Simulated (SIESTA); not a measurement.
# ZrB in SIESTA: the effect of functional

Crystal: ZrB.

```xyz
2
Lattice="0.0000 2.3250 2.3250 2.3250 0.0000 2.3250 2.3250 2.3250 0.0000" Properties=species:S:1:pos:R:3 pbc="T T T"
Zr    0.0000    0.0000    0.0000
B     2.3250    2.3250    2.3250
```

Alike in all runs:

| Item | Value |
| --- | --- |
| Program | SIESTA 5.4.2 |
| Task | band structure |
| Basis | DZP (energy shift 0.003 Ry; two zetas on semicore shells) |
| Grid cutoff | 800 Ry |
| Energy shift | 0.003 Ry |
| k mesh | 10 × 10 × 10 |
| Occupations | fermi-dirac, width 0.05 eV |
| Spin | no spin polarisation |

```tsv
functional	potentials or basis	pressure (GPa)
LDA	PseudoDojo 0.4 standard (LDA files)	26.3
PBEsol	PseudoDojo 0.4 standard (PBEsol files)	30.4
AM05	PseudoDojo 0.4 standard (PBEsol files)	29.5
WC	PseudoDojo 0.4 standard (PBEsol files)	31.3
PBE	PseudoDojo 0.4 standard (PBE files)	35.7
PW91	PseudoDojo 0.4 standard (PBE files)	36.0
revPBE	PseudoDojo 0.4 standard (PBE files)	?
RPBE	PseudoDojo 0.4 standard (PBE files)	37.9
BLYP	PseudoDojo 0.4 standard (PBE files)	43.9
```

Q: What does the run with functional revPBE give?

A: Pressure 37.3 GPa.

Caveats: the basis of atomic orbitals isn't converged, which shifts pressures, moduli and gaps; a pressure of tens of GPa on the cell as given is suspect, and the run, the potentials or the cell itself is likely at fault (some runs); the potentials were made for another functional, which shifts forces and pressure (some runs).
